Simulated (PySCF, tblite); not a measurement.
# C₁₀H₆BF₂O−: excited states

Aim: compute the excited states of C₁₀H₆BF₂O− (`[O-]c1cc2ccc(B(F)F)ccc-2c1`).

Computed with tblite 0.8.0 and PySCF 2.14.0 and routines of our own; the level stands in each step. Atoms count from 0.

## Step 1: The system as given

20 atoms, charge -1, multiplicity 1; geometry from: force field or distance geometry start.

## Step 2: Relaxing the molecule with GFN2-xTB

The job: settings as JSON, then the geometry in Å.

```
{"job": {"kind": "relax", "xc": "GFN2-xTB", "basis": "xTB"}, "charge": -1, "multiplicity": 1}
O     -4.565900     0.229200     0.027300
C     -3.192600     0.166200     0.009300
C     -2.346600     1.107900    -0.528600
C     -1.050800     0.698100    -0.354000
C      0.056400     1.398700    -0.766500
C      1.389100     1.039400    -0.624500
C      1.959300    -0.096600    -0.018300
B      3.550400    -0.175500    -0.020700
F      4.238100    -1.307800     0.570700
F      4.331500     0.867800    -0.624800
C      1.286500    -1.178500     0.599100
C     -0.078300    -1.403100     0.772200
C     -1.115200    -0.580000     0.366100
C     -2.445000    -0.868700     0.557200
H     -2.676700     2.031800    -1.020300
H     -0.132300     2.340500    -1.271500
H      2.080600     1.769700    -1.041700
H      1.902000    -1.974700     1.015400
H     -0.349700    -2.312300     1.289400
H     -2.846000    -1.741400     1.061100
```

On the command line:

```
OMP_NUM_THREADS=1 python excited_run.py task.json out
```

The driver reads the jobs from task.json and runs them one after another.

Output:

```text
step      E/eV     max force
  0   -1074.57616    7.770
  1   -1075.28988    3.935
  2   -1075.48782    1.452
  3   -1075.58599    0.703
  4   -1075.61337    0.482
  5   -1075.62770    0.253
  6   -1075.63415    0.146
  7   -1075.63599    0.097
  8   -1075.63721    0.081
  9   -1075.63823    0.115
 10   -1075.63875    0.073
 11   -1075.63891    0.024
 12   -1075.63896    0.018
 13   -1075.63899    0.012
 14   -1075.63902    0.011
 15   -1075.63905    0.021
 16   -1075.63908    0.020
 17   -1075.63909    0.010
```

It took 0.19 s on 1 thread of Arm Neoverse V1, shared host.

Along the way:

| step | energy from step 0 (eV) | largest force (eV/Å) |
| --- | --- | --- |
| 0 | 0.0000 | 7.7695 |
| 1 | -0.7137 | 3.9346 |
| 2 | -0.9117 | 1.4516 |
| 3 | -1.0098 | 0.7029 |
| 4 | -1.0372 | 0.4822 |
| 5 | -1.0515 | 0.2534 |
| 6 | -1.0580 | 0.1458 |
| 7 | -1.0598 | 0.0970 |
| 8 | -1.0611 | 0.0810 |
| 9 | -1.0621 | 0.1153 |
| 10 | -1.0626 | 0.0733 |
| 11 | -1.0627 | 0.0243 |
| 12 | -1.0628 | 0.0181 |
| 13 | -1.0628 | 0.0124 |
| 14 | -1.0629 | 0.0110 |
| 15 | -1.0629 | 0.0211 |
| 16 | -1.0629 | 0.0200 |
| 17 | -1.0629 | 0.0101 |

Distances of close pairs at the start and the end, largest changes first:

| bond | before (Å) | after (Å) | change (Å) |
| --- | --- | --- | --- |
| O0–C1 | 1.375 | 1.239 | -0.136 |
| B7–F8 | 1.451 | 1.348 | -0.103 |
| B7–F9 | 1.436 | 1.348 | -0.088 |
| C1–C2 | 1.375 | 1.452 | +0.077 |
| C6–B7 | 1.593 | 1.516 | -0.077 |
| C1–C13 | 1.389 | 1.452 | +0.063 |
| C3–C4 | 1.374 | 1.405 | +0.031 |
| C10–C11 | 1.394 | 1.369 | -0.025 |

The end geometry stands in the next job.

## Step 3: Infrared spectrum with GFN2-xTB

The job: settings as JSON, then the geometry in Å.

```
{"job": {"kind": "ir", "xc": "GFN2-xTB", "basis": "xTB"}, "charge": -1, "multiplicity": 1}
O     -4.533467     0.229043     0.025019
C     -3.295681     0.167559     0.019524
C     -2.365001     1.131489    -0.540862
C     -1.079376     0.709850    -0.352038
C      0.080930     1.387386    -0.762849
C      1.395208     1.034137    -0.615697
C      1.992894    -0.102063    -0.014411
B      3.507440    -0.178318    -0.023484
F      4.228976    -1.186771     0.505505
F      4.320080     0.753458    -0.561033
C      1.290580    -1.170926     0.597167
C     -0.050756    -1.386789     0.764737
C     -1.141176    -0.594987     0.367006
C     -2.460458    -0.884658     0.571328
H     -2.666593     2.042429    -1.030956
H     -0.107739     2.329721    -1.271040
H      2.114160     1.738007    -1.025943
H      1.939397    -1.944479     0.998728
H     -0.327949    -2.303299     1.279619
H     -2.846615    -1.760109     1.066646
```

Output:

```text
mode    cm-1     km/mol
  1      48.0      4.41
  2      69.9      0.00
  3     121.4      2.26
  4     137.3      0.82
  5     149.1      0.02
  6     243.7      0.83
  7     248.2      4.34
  8     254.6      1.49
  9     371.2      0.88
 10     375.7      0.01
 11     383.1      0.54
 12     434.2     19.55
 13     470.6      4.26
 14     497.6     55.37
 15     526.7      5.13
 16     590.4     11.53
 17     598.3     48.68
 18     618.2      7.04
 19     663.8      6.42
 20     665.2      0.00
 21     753.4      1.09
 22     762.8     18.20
 23     766.7      0.16
 24     782.1     36.03
 25     807.5      6.65
 26     816.7      0.18
 27     876.2     36.86
 28     914.4      1.39
 29     918.2      0.00
 30     968.5     94.16
 31    1015.7     89.10
 32    1111.7     10.51
 33    1121.3    147.70
 34    1151.6    131.91
 35    1181.5     14.15
 36    1186.5      8.47
 37    1269.4    357.95
 38    1285.7      1.50
 39    1305.8   1471.09
 40    1375.5      8.82
 41    1385.1     51.68
 42    1422.9     42.59
 43    1456.5     99.45
 44    1526.6     69.36
 45    1559.6    357.19
 46    1564.0      0.42
 47    1566.7    345.90
 48    1651.5    794.89
 49    2991.0     55.21
 50    2992.1     22.01
 51    3011.2    213.33
 52    3015.2     38.63
 53    3095.6    141.66
 54    3097.2     51.95
```

Run time: 1.1 s. Hardware: 1 thread of Arm Neoverse V1, shared host.

The strongest bands and the atoms that carry them (share of the mass-weighted mode):

| cm⁻¹ | km/mol | atoms |
| --- | --- | --- |
| 1121 | 147.7 | B7 31 %, H19 13 %, H14 13 % |
| 1269 | 357.9 | H17 25 %, H16 25 %, H18 10 %, H15 10 % |
| 1306 | 1471.1 | B7 49 %, C6 24 % |
| 1560 | 357.2 | C3 23 %, C12 22 %, C2 13 %, C13 13 % |
| 1567 | 345.9 | C5 25 %, C10 25 %, C4 12 %, C11 12 % |
| 1652 | 794.9 | C1 62 %, O0 27 % |
| 3011 | 213.3 | H17 37 %, H16 37 % |
| 3096 | 141.7 | H14 58 %, H19 34 % |

## Step 4: Excited states: TDA BHandHLYP/def2-SVP

Settings changed since step 3:

```diff
@@ -1,2 +1,2 @@
-{"job": {"kind": "ir", "xc": "GFN2-xTB", "basis": "xTB"}, "charge": -1, "multiplicity": 1}
+{"job": {"kind": "states", "xc": "BHandHLYP", "basis": "def2-SVP", "tda": true, "soc": true, "nstates": 5, "ntriplets": 4, "nquad": 4}, "charge": -1, "multiplicity": 1}
 O     -4.533467     0.229043     0.025019
```

Method: TDA BHandHLYP/def2-SVP excited states, vertical, gas phase, spin-orbit mean-field couplings.

Output:

```text
coarse grid: 18928 points
cycle   1  E = -683.4130837932  dE =  3.012e+00  |g| = 1.022e+00  |ddm| = 5.866e+00
cycle   2  E = -683.1143902558  dE =  2.987e-01  |g| = 1.533e+00  |ddm| = 3.892e+00
cycle   3  E = -683.6230821702  dE = -5.087e-01  |g| = 3.022e-01  |ddm| = 3.016e+00
cycle   4  E = -683.6455244167  dE = -2.244e-02  |g| = 1.170e-01  |ddm| = 5.397e-01
cycle   5  E = -683.6487174990  dE = -3.193e-03  |g| = 5.276e-02  |ddm| = 1.947e-01
cycle   6  E = -683.6494226960  dE = -7.052e-04  |g| = 1.404e-02  |ddm| = 7.436e-02
cycle   7  E = -683.6495114661  dE = -8.877e-05  |g| = 5.804e-03  |ddm| = 3.028e-02
cycle   8  E = -683.6495294987  dE = -1.803e-05  |g| = 2.670e-03  |ddm| = 1.716e-02
cycle   9  E = -683.6495340770  dE = -4.578e-06  |g| = 1.027e-03  |ddm| = 8.634e-03
final grid: 189936 points
cycle  10  E = -683.7308219085  dE = -3.260e-05  |g| = 3.454e-03  |ddm| = 3.745e-02
cycle  11  E = -683.7308213884  dE =  5.201e-07  |g| = 3.935e-03  |ddm| = 1.007e-02
cycle  12  E = -683.7308252116  dE = -3.823e-06  |g| = 8.107e-04  |ddm| = 6.187e-03
cycle  13  E = -683.7308253511  dE = -1.396e-07  |g| = 2.141e-04  |ddm| = 1.292e-03
cycle  14  E = -683.7308253635  dE = -1.242e-08  |g| = 7.347e-05  |ddm| = 4.770e-04
cycle  15  E = -683.7308253654  dE = -1.918e-09  |g| = 4.005e-05  |ddm| = 1.555e-04
cycle  16  E = -683.7308253661  dE = -7.003e-10  |g| = 1.502e-05  |ddm| = 8.101e-05
converged SCF energy = -683.7308253661

Singlet excitations
state   eV       nm        f     d(h-e)  d(exc)  Lambda  PR(NTO)  |dmu|/D   mu/D   main configurations
  1   3.2155   385.6   0.00055   0.125   3.401   0.672   1.130    0.219    5.740   H-1->L 0.92
  2   3.4571   358.6   0.37111   0.096   3.753   0.784   1.661    0.451    5.070   H->L 0.73, H-1->L+1 0.25
  3   3.7539   330.3   0.00000   2.365   3.800   0.388   1.007    5.086    0.435   H-2->L 0.92
  4   4.1330   300.0   0.14400   0.469   3.597   0.666   1.221    1.049    4.472   H->L+1 0.90
  5   5.8660   211.4   2.51816   1.510   3.688   0.775   2.076                     H-1->L+1 0.57, H->L 0.20, H->L+2 0.15

Triplet excitations (Tamm-Dancoff)
state   eV     d(h-e)  d(exc)  Lambda  PR(NTO)   main configurations
  1   1.8206   0.096   3.814   0.775   1.058   H->L 0.96
  2   2.2098   0.507   3.257   0.673   1.368   H-1->L 0.82, H->L+1 0.13
  3   3.0300   0.287   3.546   0.668   1.340   H->L+1 0.84, H-1->L 0.13
  4   3.1400   0.533   3.148   0.818   1.203   H-1->L+1 0.90
S1 - T1 = 1.3949 eV

Spin-orbit couplings |<S|Hso|T>| (cm-1)
             T1       T2       T3       T4
S0        0.006    0.015    0.061    0.008
S1        0.002    0.002    0.001    0.009
S2        0.005    0.009    0.002    0.004
S3       21.520    2.457    1.108    1.193
S4        0.016    0.001    0.001    0.006
S5        0.006    0.016    0.023    0.004
T1 sublevels (cm-1): 0.000 0.030 0.030   radiative rates (1/s): 1.26e-06 2.34e-05 6.34e-06
```

Wall time 94 s (1 thread of Arm Neoverse V1, shared host); peak memory 0.89 GiB.

Key values:

| quantity | value |
| --- | --- |
| S1 less T1 | 1.39 eV |

Orbitals, density, ELF and potential are computed afterwards from the orbital file.

Frontier orbitals at BHandHLYP/def2-SVP, with the share of their density that lies nearest to each atom:

| orbital | energy (eV) | lies on |
| --- | --- | --- |
| HOMO | -2.09 | C6 18 %; O0 14 %; C4, C11 about 13 % each |
| LUMO | 2.80 | C1, C3, C12 about 12 % each; O0 11 %; B7 10 % |

ELF in a plane through or near 20 of the atoms.

Values, 10 rows by 14 columns:
```
0.00 0.00 0.00 0.00 0.00 0.00 0.00 0.00 0.00 0.00 0.00 0.00 0.00 0.00
0.00 0.00 0.00 0.00 0.00 0.00 0.01 0.37 0.00 0.00 0.00 0.00 0.00 0.00
0.00 0.00 0.00 0.00 0.44 0.84 0.24 1.00 0.12 0.81 0.84 0.00 0.00 0.00
0.00 0.00 0.45 0.75 0.13 1.00 0.69 0.42 0.11 0.93 0.77 0.01 0.00 0.00
0.00 0.01 0.82 0.78 0.18 0.82 0.68 0.86 0.23 0.23 0.45 0.82 0.51 0.00
0.00 0.00 0.24 0.33 0.81 0.27 0.14 0.37 0.62 0.37 0.24 0.55 0.65 0.00
0.00 0.01 0.82 0.78 0.03 0.55 0.90 0.50 0.56 0.47 0.21 0.41 0.23 0.00
0.00 0.00 0.06 0.17 0.46 1.00 0.21 1.00 0.04 0.98 0.96 0.00 0.00 0.00
0.00 0.00 0.00 0.00 0.01 0.04 0.07 0.97 0.03 0.07 0.05 0.00 0.00 0.00
0.00 0.00 0.00 0.00 0.00 0.00 0.00 0.00 0.00 0.00 0.00 0.00 0.00 0.00
```
The map spans 14.3 Å across and 10.5 Å up, centred on the molecule. Atoms in the plane (x, y in Å): O0 (4.5, 0.0), C1 (3.3, 0.0), C2 (2.4, -1.2), C3 (1.1, -0.7), C4 (0.0, -1.6), C5 (-1.3, -1.3), C6 (-2.0, 0.0), B7 (-3.5, 0.0), F8 (-4.3, 1.1), F9 (-4.3, -1.1), C10 (-1.3, 1.3), C11 (0.0, 1.6), C12 (1.1, 0.7), C13 (2.4, 1.2), H14 (2.8, -2.2), H15 (0.2, -2.6), H16 (-2.0, -2.1), H17 (-2.0, 2.1), H18 (0.2, 2.6), H19 (2.8, 2.2).

On the surface of density 0.002 e/bohr³ the electrostatic potential runs, from the 1st to the 99th percentile, from -5.22 V near O0 to -2.21 V near B7.

## Step 5: Outcome

| quantity | value |
| --- | --- |
| strongest single infrared mode (GFN2-xTB) | 1306 cm⁻¹, 1471 km/mol |
| zero-point energy (GFN2-xTB) | 83.2 kcal/mol |
| S1 less T1 (step 4, TDA BHandHLYP/def2-SVP) | 1.39 eV |

What this shows: No mode is imaginary among the 54: a minimum at this level. The strongest single mode, at 1306 cm⁻¹, moves mainly B7 and C6. GFN2-xTB is a fitted tight-binding method: band positions and strengths are rough. Its intensities can rank the bands wrongly. The anion's LUMO lies above zero, so it is an unbound level set by the basis, and the orbital gap is no excitation or fundamental gap. For an anion in the gas phase, states above the energy of detachment are held by the basis alone, so excitations and responses hang on it. In step 4, the number of triplets below S1 is at least 4, and the largest singlet-triplet spin-orbit coupling is S3–T1, 21.52 cm⁻¹.
